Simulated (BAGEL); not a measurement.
**singlet CH4Ga−: levels of theory compared**

Aim: a comparison of 4 runs (HF/3-21G, HF/aug-cc-pVDZ, B3LYP/6-31G*, RI-MP2/aug-cc-pVDZ) of singlet CH4Ga−. 

Program for the calculation: BAGEL 1.2.2.

6 further runs of the same task are left out: 5 that didn't finish, 1 set aside as unsound or not needed.

### 1 The system as given

The species is CH4Ga− (6 atoms), meant as a singlet with charge -1. SMILES of the parent species: `[CH3][GaH]`. The shape is that of a PBE0-D4/def2-TZVP optimisation. That shape belongs to the parent species and isn't relaxed for this state.

Bond lengths: C1–Ga2 1.990 Å, C1–H3 1.089 Å, C1–H4 1.095 Å, C1–H5 1.094 Å, Ga2–H6 1.603 Å. Angles: C1–Ga2–H6 119.3°, Ga2–C1–H3 113.1°, Ga2–C1–H4 108.5°, Ga2–C1–H5 108.8°, H3–C1–H4 109.1°, H3–C1–H5 109.3°, H4–C1–H5 107.8°.

### 2 A single-point energy at HF/3-21G (density fitting with qzvpp-jkfit) (run 1)

job.json reads:

```json
{ "bagel" : [

{
  "title" : "molecule",
  "basis" : "3-21g",
  "df_basis" : "qzvpp-jkfit",
  "angstrom" : "true",
  "geometry" : [
    { "atom" : "C", "xyz" : [   -0.029300,   -0.418300,   -0.518000 ] },
    { "atom" : "Ga", "xyz" : [    0.685700,    0.372600,    1.162100 ] },
    { "atom" : "H", "xyz" : [    0.574700,   -1.243100,   -0.892900 ] },
    { "atom" : "H", "xyz" : [   -1.046400,   -0.775600,   -0.328700 ] },
    { "atom" : "H", "xyz" : [   -0.085700,    0.364700,   -1.280300 ] },
    { "atom" : "H", "xyz" : [   -0.056900,    1.635600,    1.811600 ] }
  ]
},
{
  "title" : "hf",
  "charge" : -1
},
{
  "title" : "print",
  "file" : "orbitals.molden",
  "orbitals" : "true"
}

]}
```

Run with:

```sh
BAGEL_NUM_THREADS=1 BAGEL job.json > job.out
```

The program printed:

```text
* using 1 threads per process

  ===============================================================
  ===============================================================

  *** Geometry ***

  { "atom" : "C", "xyz" : [     -0.055369,     -0.790472,     -0.978878 ] },
  { "atom" : "Ga", "xyz" : [      1.295785,      0.704112,      2.196051 ] },
  { "atom" : "H", "xyz" : [      1.086026,     -2.349119,     -1.687336 ] },
  { "atom" : "H", "xyz" : [     -1.977409,     -1.465672,     -0.621153 ] },
  { "atom" : "H", "xyz" : [     -0.161950,      0.689183,     -2.419416 ] },
  { "atom" : "H", "xyz" : [     -0.107525,      3.090836,      3.423428 ] },

  Number of auxiliary basis functions:      413

  Since a DF basis is specified, we compute 2- and 3-index integrals:
    o Being stored without compression. Storage requirement is 0.005 GB

  Number of basis functions:       39
  Number of electrons      :       41

    * METHOD: MOLECULE                             0.12

  *** RHF ***

  === Nuclear Repulsion ===
    89.8710018499

      * DIIS with orbital gradients will be used.

  === RHF iteration (3-21g) ===
      0      -1953.64129513          0.02399927           0.02
      1      -1953.72096443          0.01019803           0.02
      2      -1953.73549671          0.00137120           0.02
      3      -1953.73691340          0.00035033           0.02
      4      -1953.73708091          0.00010382           0.02
      5      -1953.73709535          0.00002040           0.02
      6      -1953.73709592          0.00000500           0.02
      7      -1953.73709595          0.00000094           0.02
      8      -1953.73709596          0.00000031           0.02
      9      -1953.73709596          0.00000007           0.02
     10      -1953.73709596          0.00000002           0.02
     11      -1953.73709596          0.00000001           0.02
    * SCF iteration converged.

    * Permanent dipole moment:
           (    1.268109,    -0.148327,     1.202927) a.u.

    * METHOD: HF                                   0.35

    * METHOD: PRINT                                0.00

  ===============================================================
```

It took 0.6 s on 1 thread of Arm Neoverse V1, shared host.

### 3 The energy at HF/aug-cc-pVDZ (density fitting with qzvpp-jkfit) (run 2)

calc.json reads:

```json
{ "bagel": [

{
  "title": "molecule",
  "basis": "aug-cc-pvdz.json",
  "df_basis": "qzvpp-jkfit",
  "angstrom": true,
  "geometry": [
    { "atom": "C", "xyz": [   -0.029300,   -0.418300,   -0.518000 ] },
    { "atom": "Ga", "xyz": [    0.685700,    0.372600,    1.162100 ] },
    { "atom": "H", "xyz": [    0.574700,   -1.243100,   -0.892900 ] },
    { "atom": "H", "xyz": [   -1.046400,   -0.775600,   -0.328700 ] },
    { "atom": "H", "xyz": [   -0.085700,    0.364700,   -1.280300 ] },
    { "atom": "H", "xyz": [   -0.056900,    1.635600,    1.811600 ] }
  ]
},
{
  "title": "hf",
  "charge": -1
},
{
  "title": "print",
  "file": "orbitals.molden",
  "orbitals": true
}

]}
```

The basis set aug-cc-pVDZ is read from a file made from the Basis Set Exchange's data (not shown).

Run with:

```sh
BAGEL_NUM_THREADS=1 BAGEL calc.json > calc.out
```

The program printed:

```text
* using 1 threads per process

  ===============================================================
  ===============================================================

  *** Geometry ***

  { "atom" : "C", "xyz" : [     -0.055369,     -0.790472,     -0.978878 ] },
  { "atom" : "Ga", "xyz" : [      1.295785,      0.704112,      2.196051 ] },
  { "atom" : "H", "xyz" : [      1.086026,     -2.349119,     -1.687336 ] },
  { "atom" : "H", "xyz" : [     -1.977409,     -1.465672,     -0.621153 ] },
  { "atom" : "H", "xyz" : [     -0.161950,      0.689183,     -2.419416 ] },
  { "atom" : "H", "xyz" : [     -0.107525,      3.090836,      3.423428 ] },

  Number of auxiliary basis functions:      413

  Since a DF basis is specified, we compute 2- and 3-index integrals:
    o Being stored without compression. Storage requirement is 0.030 GB

  Number of basis functions:       95
  Number of electrons      :       41

    * METHOD: MOLECULE                             0.20

  *** RHF ***

  === Nuclear Repulsion ===
    89.8710018499

      * DIIS with orbital gradients will be used.

  === RHF iteration (aug-cc-pvdz.json) ===
      0      -1962.98804927          0.02600422           0.06
      1      -1963.20155593          0.02070027           0.06
      2      -1963.34941716          0.00247321           0.06
      3      -1963.35651167          0.00074929           0.06
      4      -1963.35745257          0.00028332           0.06
      5      -1963.35759732          0.00010945           0.06
      6      -1963.35762714          0.00003169           0.06
      7      -1963.35763175          0.00001249           0.06
      8      -1963.35763263          0.00000424           0.06
      9      -1963.35763268          0.00000171           0.06
     10      -1963.35763269          0.00000051           0.06
     11      -1963.35763269          0.00000022           0.06
     12      -1963.35763269          0.00000009           0.06
     13      -1963.35763269          0.00000004           0.06
     14      -1963.35763269          0.00000002           0.06
     15      -1963.35763269          0.00000001           0.06
    * SCF iteration converged.

    * Permanent dipole moment:
           (    1.423755,    -0.281381,     1.222930) a.u.

    * METHOD: HF                                   1.15

    * METHOD: PRINT                                0.02

  ===============================================================
```

Run time: 1.5 s. Hardware: 1 thread of Arm Neoverse V1, shared host; peak memory 0.11 GiB.

Run 3 isn't shown in full; the table further down has it.

### 4 The energy at RI-MP2/aug-cc-pVDZ (density fitting with qzvpp-jkfit) (run 4)

Edit calc.json of step 3 so:

```diff
@@ -6,3 +6,3 @@
   "df_basis": "qzvpp-jkfit",
-  "angstrom": true,
+  "angstrom": "true",
   "geometry": [
@@ -16,11 +16,4 @@
 },
-{
-  "title": "hf",
-  "charge": -1
-},
-{
-  "title": "print",
-  "file": "orbitals.molden",
-  "orbitals": true
-}
+{ "title": "hf", "charge": -1 },
+{ "title": "mp2", "charge": -1, "ncore": 10 }
```

The basis set aug-cc-pVDZ is read from a file made from the Basis Set Exchange's data (not shown).

Run with:

```sh
BAGEL_NUM_THREADS=1 BAGEL calc.json > calc.out
```

The program printed:

```text
* using 1 threads per process

  ===============================================================
  ===============================================================

  *** Geometry ***

  { "atom" : "C", "xyz" : [     -0.055369,     -0.790472,     -0.978878 ] },
  { "atom" : "Ga", "xyz" : [      1.295785,      0.704112,      2.196051 ] },
  { "atom" : "H", "xyz" : [      1.086026,     -2.349119,     -1.687336 ] },
  { "atom" : "H", "xyz" : [     -1.977409,     -1.465672,     -0.621153 ] },
  { "atom" : "H", "xyz" : [     -0.161950,      0.689183,     -2.419416 ] },
  { "atom" : "H", "xyz" : [     -0.107525,      3.090836,      3.423428 ] },

  Number of auxiliary basis functions:      413

  Since a DF basis is specified, we compute 2- and 3-index integrals:
    o Being stored without compression. Storage requirement is 0.030 GB

  Number of basis functions:       95
  Number of electrons      :       41

    * METHOD: MOLECULE                             0.20

  *** RHF ***

  === Nuclear Repulsion ===
    89.8710018499

      * DIIS with orbital gradients will be used.

  === RHF iteration (aug-cc-pvdz.json) ===
      0      -1962.98804927          0.02600422           0.06
      1      -1963.20155593          0.02070027           0.06
      2      -1963.34941716          0.00247321           0.06
      3      -1963.35651167          0.00074929           0.06
      4      -1963.35745257          0.00028332           0.06
      5      -1963.35759732          0.00010945           0.06
      6      -1963.35762714          0.00003169           0.06
      7      -1963.35763175          0.00001249           0.06
      8      -1963.35763263          0.00000424           0.06
      9      -1963.35763268          0.00000171           0.06
     10      -1963.35763269          0.00000051           0.06
     11      -1963.35763269          0.00000022           0.06
     12      -1963.35763269          0.00000009           0.06
     13      -1963.35763269          0.00000004           0.06
     14      -1963.35763269          0.00000002           0.06
     15      -1963.35763269          0.00000001           0.06
    * SCF iteration converged.

    * Permanent dipole moment:
           (    1.423755,    -0.281381,     1.222930) a.u.

    * METHOD: HF                                   1.12

  *** RHF ***

  === Nuclear Repulsion ===
    89.8710018499

      * DIIS with orbital gradients will be used.

  === RHF iteration (aug-cc-pvdz.json) ===
      0      -1963.35763269          0.00000001           0.06
    * SCF iteration converged.

    * Permanent dipole moment:
           (    1.423757,    -0.281380,     1.222931) a.u.

  === DF-MP2 calculation ===

    * freezing 10 orbitals
    * 3-index integral transformation done
    * assembly done

      MP2 correlation energy:   -0.2603670719      0.04

      MP2 total energy:       -1963.6179997668

    * METHOD: MP2                                  0.17

  ===============================================================
```

Run time: 1.6 s. Hardware: 1 thread of Arm Neoverse V1, shared host; peak memory 0.11 GiB.

### 5 The series

```tsv
run	level	frozen core orbitals	energy (Eh)	HOMO energy (eV)	LUMO energy (eV)	HOMO–LUMO gap (eV)	wall time
1	HF/3-21G (density fitting with qzvpp-jkfit)	–	-1953.737096	0.30	6.60	6.30	0.6 s
2	HF/aug-cc-pVDZ (density fitting with qzvpp-jkfit)	–	-1963.357633	-0.50	3.41	3.92	1.5 s
3	B3LYP/6-31G* (density fitting with qzvpp-jkfit, spherical functions)	–	-1965.095730	1.92	3.87	1.95	4.8 s
4	RI-MP2/aug-cc-pVDZ (density fitting with qzvpp-jkfit)	10	-1963.618000	–	–	–	1.6 s
```

### 6 What came out

| quantity | value |
| --- | --- |
| run 4: total energy | -1963.61800 Eh |
| run 4: correlation energy (10 core orbitals frozen) | -260.4 mEh |

What this shows: Over runs 1, 2, 3 the HOMO–LUMO gap runs from 1.95 eV (B3LYP/6-31G*) to 6.30 eV (HF/3-21G). The two ends differ in method and basis. The empty levels of an anion lie above zero and hang on the basis. In runs 1, 3 the HOMO lies above zero, so the outermost electron may be held by the basis alone. All runs together took 8.5 s, the longest 4.8 s.
